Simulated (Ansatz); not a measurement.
# Zn2PCl: the cost of one run

Program: Ansatz 0.2.0. Level of theory: DFT PBEsol, scalar-relativistic, plane waves, PAW. These are calculated values, not measurements.

## 1. The starting structure

The structure is trigonal, space group R-3m (No. 166). Conventional cell: a = 3.553 Å, b = 3.553 Å, c = 17.422 Å, α = 90.00°, β = 90.00°, γ = 120.00°. Around Zn (site symmetry 3m) lie 3 P at 2.46 Å and 3 Cl at 2.56 Å. Around P (site symmetry -3m) lie 6 Zn at 2.46 Å. Cl (site symmetry -3m) has 6 Zn at 2.56 Å as nearest neighbours.

Structure file:

```
CELL_PARAMETERS angstrom
1.77630 1.02555 5.80722
-1.77630 1.02555 5.80722
0.00000 -2.05110 5.80722
ATOMIC_POSITIONS crystal
Zn 0.24500 0.24500 0.24500
Zn 0.75500 0.75500 0.75500
P 0.50000 0.50000 0.50000
Cl 0.00000 0.00000 0.00000
```

The cell was made up by rule, so the compound may not exist in this form.

(A quick probe on a coarse mesh, which set the mesh and smearing, is not shown.)

## 3. Coarse relaxation

File input.yaml:

```yaml
crystal:
  lattice:
    - [1.7763031505, 1.0255491021, 5.8072206573]
    - [-1.7763031505, 1.0255491021, 5.8072206573]
    - [0.0, -2.0510982042, 5.8072206573]
  atoms:
    - { symbol: Zn, position: [0.245, 0.245, 0.245] }
    - { symbol: Zn, position: [0.755, 0.755, 0.755] }
    - { symbol: P, position: [0.5, 0.5, 0.5] }
    - { symbol: Cl, position: [0.0, 0.0, 0.0] }
basis:
  ecutwfc: 420
kpoints:
  mp_grid: { grid: [6, 6, 6] }
hamiltonian:
  xc: pbesol
scf:
  occupations: { method: gaussian, width: 0.1 }
output:
  forces: true
  stress: true
  eigenvalues: true
relax:
  adjacent_minimum: "off"
  f_tol: 0.05
  max_steps: 80
  cell: { stress_tol: 0.5 }
```

**Question.** How long does this run take on 1 thread of an x86-64 CPU, shared host, and how much memory does it need?

About 8.2 s, with a peak of 0.41 GiB.
